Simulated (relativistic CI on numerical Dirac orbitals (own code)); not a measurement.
# As¹⁵⁺: one ion under different settings

Aim: see what numerical and physical settings do to the SCF, the total energy and the lowest levels of As¹⁵⁺.

Program: relativistic CI on numerical Dirac orbitals (own code) version 3. Level of theory: Dirac-Coulomb-Breit CI, KLI orbitals optimised for each configuration, model QED (radiative potential, 1s self-energy scaled to tabulated hydrogen-like ionisation energies), numerical settings as typed. These are calculated values, not measurements, unless marked.

## (1) The atom as given

| Quantity | Value |
| --- | --- |
| ion | As¹⁵⁺ (As XVI) |
| nuclear charge | 33 |
| electrons | 18 |
| isotope | A = 75 |

## (2) The usual input

The run's settings:

```ini
atom As  Z=33  charge=15  electrons=18
nucleus A=75  rms_radius_fm=4.0968
hamiltonian dirac-coulomb  breit=on  qed=on  c_scale=1
orbitals kli  potential=per-configuration
slater_scale 1
correlation none
mixing on
grid step=0.0125 r_max=6.5
scf mixing=0.4 start=green max_iterations=150 tolerance=2e-08 node_fill=0.05
configurations
  [Ne] 3s2 3p6
  [Ne] 3s2 3p5 3d
  [Ne] 3s2 3p4 3d2
  [Ne] 3s 3p6 3d
  [Ne] 3p6 3d2
end
```

On the command line:

```
$ python run_levels.py task.json out
```

task.json lists these runs, among others, and the program works through them in turn.

Main fields of the result record, rounded:

```text
status: converged
levels [i, E_cm, J2, conf, term, w_term, w_jj]:
  - [0, 0, 0, "3s2 3p6", "1S", 0.9732, 0.9732]
  - [1, 668520.05, 0, "3s2 3p5 3d", "3P*", 1, 1]
  - [2, 676980.71, 2, "3s2 3p5 3d", "3P*", 0.9685, 0.682]
  - [3, 694700.34, 4, "3s2 3p5 3d", "3P*", 0.8942, 0.6102]
  - [4, 704625.91, 8, "3s2 3p5 3d", "3F*", 1, 1]
  - [5, 709449.81, 6, "3s2 3p5 3d", "3F*", 0.8333, 0.8813]
  - [6, 723555.55, 4, "3s2 3p5 3d", "3F*", 0.694, 0.6048]
  - [7, 753772.42, 6, "3s2 3p5 3d", "3D*", 0.6236, 0.9721]
  - [8, 771611.57, 4, "3s2 3p5 3d", "1D*", 0.4618, 0.7474]
  - [9, 772761.05, 2, "3s2 3p5 3d", "3D*", 0.958, 0.4904]
  - [10, 789001.22, 4, "3s2 3p5 3d", "3D*", 0.5573, 0.7826]
  - [11, 795112.41, 6, "3s2 3p5 3d", "1F*", 0.5119, 0.9069]
  - [12, 978451.97, 2, "3s2 3p5 3d", "1P*", 0.9879, 0.5141]
  - [13, 1189379.2, 2, "3s 3p6 3d", "3D", 0.7375, 0.7375]
  - "... 16 more rows left out ..."
total_energy [Ha]: -2149.4684452
n_levels_all: 137
overlap: 3.36273e-12
scf_iterations: [10, 10, 10, 10, 10]
orbital_energies [Ha]: {"1s": -450.147, "2s": -74.6902, "2p1/2": -68.9517, "2p3/2": -67.5996, "3s": -23.787, "3p1/2": -21.8333, "3p3/2": -21.5741}
configurations [conf, odd, states, E_av_Ha, breit_Ha, qed_Ha]:
  - ["3s2 3p6", 0, 1, -2150.992282, 1.047, 0.7131]
  - ["3s2 3p5 3d", 1, 60, -2147.802074, 1.038, 0.7128]
  - ["3s2 3p4 3d2", 0, 675, -2144.50969, 1.029, 0.7126]
  - ["3s 3p6 3d", 0, 20, -2145.269259, 1.04, 0.706]
  - ["3p6 3d2", 0, 45, -2139.409657, 1.033, 0.699]
scf_steps of the first configuration [iteration, E_Ha, residual, outer_eigenvalue_Ha]:
  - [1, -2127.660039, 3.35, -32.03]
  - [2, -2144.08611, 1.84, -26.81]
  - [3, -2150.986073, 0.064, -21.57]
  - [4, -2150.989757, 0.0307, -21.69]
  - [5, -2150.992267, 0.000696, -21.58]
  - [6, -2150.992276, 0.000316, -21.58]
  - [7, -2150.992282, 1.29e-05, -21.57]
  - [8, -2150.992282, 1.83e-07, -21.57]
  - [9, -2150.992282, 9.87e-08, -21.57]
  - [10, -2150.992282, 2.18e-10, -21.57]
```

Run time: 0.27 s. Hardware: 1 thread of Intel Xeon Platinum 8488C, shared host.

## (3) Grid step 0.006

Settings: those of step 2 with these lines changed.

```diff
@@ -7,3 +7,3 @@
 mixing on
-grid step=0.0125 r_max=6.5
+grid step=0.006 r_max=6.5
 scf mixing=0.4 start=green max_iterations=150 tolerance=2e-08 node_fill=0.05
```

Main fields:

```text
status: converged
levels [i, E_cm, J2, conf, term, w_term]:
  - [0, 0, 0, "3s2 3p6", "1S", 0.9732]
  - [1, 668520.07, 0, "3s2 3p5 3d", "3P*", 1]
  - [2, 676980.73, 2, "3s2 3p5 3d", "3P*", 0.9685]
  - [3, 694700.36, 4, "3s2 3p5 3d", "3P*", 0.8942]
  - [4, 704625.93, 8, "3s2 3p5 3d", "3F*", 1]
  - [5, 709449.82, 6, "3s2 3p5 3d", "3F*", 0.8333]
  - [6, 723555.57, 4, "3s2 3p5 3d", "3F*", 0.694]
  - [7, 753772.44, 6, "3s2 3p5 3d", "3D*", 0.6236]
  - "... 22 more rows left out ..."
total_energy [Ha]: -2149.4685066
n_levels_all: 137
overlap: 2.29849e-14
scf_iterations: [10, 10, 10, 10, 10]
orbital_energies [Ha]: {"1s": -450.147, "2s": -74.6902, "2p1/2": -68.9517, "2p3/2": -67.5996, "3s": -23.787, "3p1/2": -21.8333, "3p3/2": -21.5741}
configurations [conf, odd, states, E_av_Ha, breit_Ha, qed_Ha]:
  - ["3s2 3p6", 0, 1, -2150.992343, 1.047, 0.7131]
  - ["3s2 3p5 3d", 1, 60, -2147.802135, 1.038, 0.7128]
  - ["3s2 3p4 3d2", 0, 675, -2144.509751, 1.029, 0.7126]
  - ["3s 3p6 3d", 0, 20, -2145.269319, 1.04, 0.706]
  - ["3p6 3d2", 0, 45, -2139.409718, 1.033, 0.699]
scf_steps of the first configuration [iteration, E_Ha, residual, outer_eigenvalue_Ha]:
  - [1, -2127.6601, 3.35, -32.03]
  - [2, -2144.08617, 1.84, -26.81]
  - [3, -2150.986113, 0.0641, -21.57]
  - [4, -2150.990033, 0.0291, -21.69]
  - [5, -2150.992332, 0.000489, -21.58]
  - [6, -2150.992336, 0.000336, -21.58]
  - [7, -2150.992343, 1.19e-05, -21.57]
  - [8, -2150.992343, 2.31e-06, -21.57]
  - [9, -2150.992343, 8.4e-08, -21.57]
  - [10, -2150.992343, 6.73e-10, -21.57]
```

Run time: 0.44 s. Hardware: 1 thread of Intel Xeon Platinum 8488C, shared host.

## (4) Start potential previous

Settings: those of step 3 with these lines changed.

```diff
@@ -7,4 +7,4 @@
 mixing on
-grid step=0.006 r_max=6.5
-scf mixing=0.4 start=green max_iterations=150 tolerance=2e-08 node_fill=0.05
+grid step=0.0125 r_max=6.5
+scf mixing=0.4 start=previous max_iterations=150 tolerance=2e-08 node_fill=0.05
 configurations
```

Main fields:

```text
status: converged
levels [i, E_cm, J2, conf, term, w_term]:
  - [0, 0, 0, "3s2 3p6", "1S", 0.9732]
  - [1, 668520.05, 0, "3s2 3p5 3d", "3P*", 1]
  - [2, 676980.71, 2, "3s2 3p5 3d", "3P*", 0.9685]
  - [3, 694700.34, 4, "3s2 3p5 3d", "3P*", 0.8942]
  - [4, 704625.91, 8, "3s2 3p5 3d", "3F*", 1]
  - [5, 709449.81, 6, "3s2 3p5 3d", "3F*", 0.8333]
  - [6, 723555.55, 4, "3s2 3p5 3d", "3F*", 0.694]
  - [7, 753772.42, 6, "3s2 3p5 3d", "3D*", 0.6236]
  - "... 22 more rows left out ..."
total_energy [Ha]: -2149.4684452
n_levels_all: 137
overlap: 3.36208e-12
scf_iterations: [9, 7, 7, 7, 7]
orbital_energies [Ha]: {"1s": -450.147, "2s": -74.6902, "2p1/2": -68.9517, "2p3/2": -67.5996, "3s": -23.787, "3p1/2": -21.8333, "3p3/2": -21.5741}
configurations [conf, odd, states, E_av_Ha, breit_Ha, qed_Ha]:
  - ["3s2 3p6", 0, 1, -2150.992282, 1.047, 0.7131]
  - ["3s2 3p5 3d", 1, 60, -2147.802074, 1.038, 0.7128]
  - ["3s2 3p4 3d2", 0, 675, -2144.50969, 1.029, 0.7126]
  - ["3s 3p6 3d", 0, 20, -2145.269259, 1.04, 0.706]
  - ["3p6 3d2", 0, 45, -2139.409657, 1.033, 0.699]
scf_steps of the first configuration [iteration, E_Ha, residual, outer_eigenvalue_Ha]:
  - [1, -2139.357714, 2.92, -17.72]
  - [2, -2148.146486, 1.43, -19.56]
  - [3, -2150.986936, 0.0442, -21.64]
  - [4, -2150.990692, 0.0193, -21.63]
  - [5, -2150.992241, 0.000641, -21.58]
  - [6, -2150.992281, 3.88e-05, -21.57]
  - [7, -2150.992281, 7.33e-06, -21.57]
  - [8, -2150.992282, 2.19e-07, -21.57]
  - [9, -2150.992282, 1.5e-08, -21.57]
```

It took 0.19 s on 1 thread of Intel Xeon Platinum 8488C, shared host.

## (5) Node fill 0.2

Settings: those of step 4 with these lines changed.

```diff
@@ -8,3 +8,3 @@
 grid step=0.0125 r_max=6.5
-scf mixing=0.4 start=previous max_iterations=150 tolerance=2e-08 node_fill=0.05
+scf mixing=0.4 start=green max_iterations=150 tolerance=2e-08 node_fill=0.2
 configurations
```

Main fields:

```text
status: converged
levels [i, E_cm, J2, conf, term, w_term]:
  - [0, 0, 0, "3s2 3p6", "1S", 0.9733]
  - [1, 668479.81, 0, "3s2 3p5 3d", "3P*", 1]
  - [2, 676955.57, 2, "3s2 3p5 3d", "3P*", 0.9683]
  - [3, 694702.76, 4, "3s2 3p5 3d", "3P*", 0.8936]
  - [4, 704585.32, 8, "3s2 3p5 3d", "3F*", 1]
  - [5, 709370.41, 6, "3s2 3p5 3d", "3F*", 0.8328]
  - [6, 723473.27, 4, "3s2 3p5 3d", "3F*", 0.6925]
  - [7, 753659.23, 6, "3s2 3p5 3d", "3D*", 0.6239]
  - "... 22 more rows left out ..."
total_energy [Ha]: -2149.4693378
n_levels_all: 137
overlap: 3.27365e-12
scf_iterations: [10, 10, 10, 10, 10]
orbital_energies [Ha]: {"1s": -449.499, "2s": -74.41, "2p1/2": -68.64, "2p3/2": -67.2931, "3s": -23.7351, "3p1/2": -21.7733, "3p3/2": -21.5161}
configurations [conf, odd, states, E_av_Ha, breit_Ha, qed_Ha]:
  - ["3s2 3p6", 0, 1, -2150.990948, 1.044, 0.7127]
  - ["3s2 3p5 3d", 1, 60, -2147.800703, 1.036, 0.7125]
  - ["3s2 3p4 3d2", 0, 675, -2144.508311, 1.027, 0.7123]
  - ["3s 3p6 3d", 0, 20, -2145.267712, 1.038, 0.7057]
  - ["3p6 3d2", 0, 45, -2139.407896, 1.031, 0.6988]
scf_steps of the first configuration [iteration, E_Ha, residual, outer_eigenvalue_Ha]:
  - [1, -2127.660039, 3.38, -32.03]
  - [2, -2144.201521, 1.86, -26.78]
  - [3, -2150.975754, 0.0659, -21.51]
  - [4, -2150.992696, 0.0307, -21.64]
  - [5, -2150.990996, 0.000665, -21.52]
  - [6, -2150.990976, 0.000391, -21.52]
  - [7, -2150.990947, 7.28e-06, -21.52]
  - [8, -2150.990948, 9.55e-07, -21.52]
  - [9, -2150.990948, 1.22e-07, -21.52]
  - [10, -2150.990948, 6.64e-09, -21.52]
```

Run time: 0.18 s. Hardware: 1 thread of Intel Xeon Platinum 8488C, shared host.

## (6) Tolerance 1e-10

Settings: those of step 5 with these lines changed.

```diff
@@ -8,3 +8,3 @@
 grid step=0.0125 r_max=6.5
-scf mixing=0.4 start=green max_iterations=150 tolerance=2e-08 node_fill=0.2
+scf mixing=0.4 start=green max_iterations=150 tolerance=1e-10 node_fill=0.05
 configurations
```

Main fields:

```text
status: converged
levels [i, E_cm, J2, conf, term, w_term]:
  - [0, 0, 0, "3s2 3p6", "1S", 0.9732]
  - [1, 668520.05, 0, "3s2 3p5 3d", "3P*", 1]
  - [2, 676980.71, 2, "3s2 3p5 3d", "3P*", 0.9685]
  - [3, 694700.34, 4, "3s2 3p5 3d", "3P*", 0.8942]
  - [4, 704625.91, 8, "3s2 3p5 3d", "3F*", 1]
  - [5, 709449.81, 6, "3s2 3p5 3d", "3F*", 0.8333]
  - [6, 723555.55, 4, "3s2 3p5 3d", "3F*", 0.694]
  - [7, 753772.42, 6, "3s2 3p5 3d", "3D*", 0.6236]
  - "... 22 more rows left out ..."
total_energy [Ha]: -2149.4684452
n_levels_all: 137
overlap: 3.36023e-12
scf_iterations: [11, 12, 12, 12, 12]
orbital_energies [Ha]: {"1s": -450.147, "2s": -74.6902, "2p1/2": -68.9517, "2p3/2": -67.5996, "3s": -23.787, "3p1/2": -21.8333, "3p3/2": -21.5741}
configurations [conf, odd, states, E_av_Ha, breit_Ha, qed_Ha]:
  - ["3s2 3p6", 0, 1, -2150.992282, 1.047, 0.7131]
  - ["3s2 3p5 3d", 1, 60, -2147.802074, 1.038, 0.7128]
  - ["3s2 3p4 3d2", 0, 675, -2144.50969, 1.029, 0.7126]
  - ["3s 3p6 3d", 0, 20, -2145.269259, 1.04, 0.706]
  - ["3p6 3d2", 0, 45, -2139.409657, 1.033, 0.699]
scf_steps of the first configuration [iteration, E_Ha, residual, outer_eigenvalue_Ha]:
  - [1, -2127.660039, 3.35, -32.03]
  - [2, -2144.08611, 1.84, -26.81]
  - [3, -2150.986073, 0.064, -21.57]
  - [4, -2150.989757, 0.0307, -21.69]
  - [5, -2150.992267, 0.000696, -21.58]
  - [6, -2150.992276, 0.000316, -21.58]
  - [7, -2150.992282, 1.29e-05, -21.57]
  - [8, -2150.992282, 1.83e-07, -21.57]
  - [9, -2150.992282, 9.87e-08, -21.57]
  - [10, -2150.992282, 2.18e-10, -21.57]
  - [11, -2150.992282, 7.17e-11, -21.57]
```

It took 0.21 s on 1 thread of Intel Xeon Platinum 8488C, shared host.

## (7) Speed-of-light factor 0.4

The run's settings:

```ini
atom As  Z=33  charge=15  electrons=18
nucleus A=75  rms_radius_fm=4.0968
hamiltonian dirac-coulomb  breit=on  qed=on  c_scale=0.4
orbitals kli  potential=per-configuration
slater_scale 1
correlation none
mixing on
grid step=0.0125 r_max=6.5
scf mixing=0.4 start=green max_iterations=75 tolerance=2e-08 node_fill=0.05
configurations
  [Ne] 3s2 3p6
  [Ne] 3s2 3p5 3d
  [Ne] 3s2 3p4 3d2
  [Ne] 3s 3p6 3d
  [Ne] 3p6 3d2
end
```

Main fields:

```text
status: converged
levels [i, E_cm, J2, conf, term, w_term]:
  - [0, 0, 0, "3s2 3p6", "1S", 0.9787]
  - [1, 686191.46, 0, "3s2 3p5 3d", "3P*", 1]
  - [2, 708005.54, 2, "3s2 3p5 3d", "3P*", 0.8054]
  - [3, 732274.85, 6, "3s2 3p5 3d", "3F*", 0.5987]
  - [4, 741019.87, 4, "3s2 3p5 3d", "3D*", 0.5415]
  - [5, 767953.7, 8, "3s2 3p5 3d", "3F*", 1]
  - [6, 783869.54, 4, "3s2 3p5 3d", "1D*", 0.5268]
  - [7, 817693.32, 6, "3s2 3p5 3d", "3D*", 0.671]
  - "... 22 more rows left out ..."
total_energy [Ha]: -2306.7075425
n_levels_all: 137
overlap: 1.65309e-12
scf_iterations: [10, 10, 10, 10, 10]
orbital_energies [Ha]: {"1s": -491.431, "2s": -84.2588, "2p1/2": -77.0382, "2p3/2": -66.7401, "3s": -25.9, "3p1/2": -23.5503, "3p3/2": -21.5734}
configurations [conf, odd, states, E_av_Ha, breit_Ha, qed_Ha]:
  - ["3s2 3p6", 0, 1, -2315.670942, 7.236, 1.946]
  - ["3s2 3p5 3d", 1, 60, -2311.65782, 7.176, 1.946]
  - ["3s2 3p4 3d2", 0, 675, -2307.544383, 7.118, 1.946]
  - ["3s 3p6 3d", 0, 20, -2307.548705, 7.182, 1.922]
  - ["3p6 3d2", 0, 45, -2299.289926, 7.131, 1.899]
scf_steps of the first configuration [iteration, E_Ha, residual, outer_eigenvalue_Ha]:
  - [1, -2284.214454, 3.95, -33.15]
  - [2, -2306.518861, 2.15, -27.3]
  - [3, -2315.661526, 0.082, -21.58]
  - [4, -2315.665905, 0.0418, -21.72]
  - [5, -2315.670926, 0.000723, -21.57]
  - [6, -2315.67094, 0.000121, -21.57]
  - [7, -2315.670942, 1.23e-05, -21.57]
  - [8, -2315.670942, 2.35e-07, -21.57]
  - [9, -2315.670942, 1.72e-07, -21.57]
  - [10, -2315.670942, 6.37e-10, -21.57]
```

Run time: 0.16 s. Hardware: 1 thread of Intel Xeon Platinum 8488C, shared host.

A bad setting: its result is shown only for the comparison.

With a scaled speed of light this is not the real ion; the QED potentials keep the true α and change only through the orbitals.

## (8) Potential mixing 1.8

The run's settings:

```ini
atom As  Z=33  charge=15  electrons=18
nucleus A=75  rms_radius_fm=4.0968
hamiltonian dirac-coulomb  breit=on  qed=on  c_scale=1
orbitals kli  potential=per-configuration
slater_scale 1
correlation none
mixing on
grid step=0.0125 r_max=6.5
scf mixing=1.8 start=green max_iterations=86 tolerance=2e-08 node_fill=0.05
configurations
  [Ne] 3s2 3p6
  [Ne] 3s2 3p5 3d
  [Ne] 3s2 3p4 3d2
  [Ne] 3s 3p6 3d
  [Ne] 3p6 3d2
end
```

Main fields:

```text
status: converged
levels [i, E_cm, J2, conf, term, w_term]:
  - [0, 0, 0, "3s2 3p6", "1S", 0.9732]
  - [1, 668520.05, 0, "3s2 3p5 3d", "3P*", 1]
  - [2, 676980.71, 2, "3s2 3p5 3d", "3P*", 0.9685]
  - [3, 694700.34, 4, "3s2 3p5 3d", "3P*", 0.8942]
  - [4, 704625.91, 8, "3s2 3p5 3d", "3F*", 1]
  - [5, 709449.81, 6, "3s2 3p5 3d", "3F*", 0.8333]
  - [6, 723555.55, 4, "3s2 3p5 3d", "3F*", 0.694]
  - [7, 753772.42, 6, "3s2 3p5 3d", "3D*", 0.6236]
  - "... 22 more rows left out ..."
total_energy [Ha]: -2149.4684452
n_levels_all: 137
overlap: 3.36381e-12
scf_iterations: [10, 10, 10, 10, 10]
orbital_energies [Ha]: {"1s": -450.147, "2s": -74.6902, "2p1/2": -68.9517, "2p3/2": -67.5996, "3s": -23.787, "3p1/2": -21.8333, "3p3/2": -21.5741}
configurations [conf, odd, states, E_av_Ha, breit_Ha, qed_Ha]:
  - ["3s2 3p6", 0, 1, -2150.992282, 1.047, 0.7131]
  - ["3s2 3p5 3d", 1, 60, -2147.802074, 1.038, 0.7128]
  - ["3s2 3p4 3d2", 0, 675, -2144.50969, 1.029, 0.7126]
  - ["3s 3p6 3d", 0, 20, -2145.269259, 1.04, 0.706]
  - ["3p6 3d2", 0, 45, -2139.409657, 1.033, 0.699]
scf_steps of the first configuration [iteration, E_Ha, residual, outer_eigenvalue_Ha]:
  - [1, -2127.660039, 3.35, -32.03]
  - [2, -2108.906621, 4.83, -14.01]
  - [3, -2150.959448, 0.115, -21.92]
  - [4, -2150.981278, 0.071, -21.74]
  - [5, -2150.992248, 0.00369, -21.59]
  - [6, -2150.992287, 0.000174, -21.57]
  - [7, -2150.992281, 5.66e-05, -21.57]
  - [8, -2150.992282, 1.15e-06, -21.57]
  - [9, -2150.992282, 2.55e-08, -21.57]
  - [10, -2150.992282, 1.07e-09, -21.57]
```

It took 0.18 s on 1 thread of Intel Xeon Platinum 8488C, shared host.

The value lies outside the usual range, yet the result is unchanged in this case.

## (9) The runs side by side

| setting | total energy less usual (Ha) | largest shift of a level among the lowest eight of both runs, same label and place (cm⁻¹) | SCF iterations | time | lowest level | kind of change |
| --- | --- | --- | --- | --- | --- | --- |
| usual | 0 | 0 | 50 | 0.27 s | 3p6 1S0 | - |
| grid step 0.006 | -6.14e-05 | 0.0160 | 50 | 0.44 s | 3p6 1S0 | numerical |
| start potential previous | 0 | 0 | 37 | 0.19 s | 3p6 1S0 | numerical |
| node fill 0.2 | -0.000893 | 113 | 50 | 0.18 s | 3p6 1S0 | numerical |
| tolerance 1e-10 | 0 | 0 | 59 | 0.21 s | 3p6 1S0 | numerical |
| speed-of-light factor 0.4 | -157 | 63900 | 50 | 0.16 s | 3p6 1S0 | unsound |
| potential mixing 1.8 | 0 | 0 | 50 | 0.18 s | 3p6 1S0 | extreme, harmless here |

## (10) What came out

| quantity | value |
| --- | --- |
| lowest level, usual settings | 3p6 1S0 |
| total energy | -2149.4684 Ha |
| first excitation | 668520 cm⁻¹ |

Among the runs whose levels can be followed, they move most under «speed-of-light factor 0.4» (unsound), by up to 63900 cm⁻¹. No visible change in the result comes from «start potential previous» or «tolerance 1e-10» or «potential mixing 1.8». Only the listed configurations are in the model.
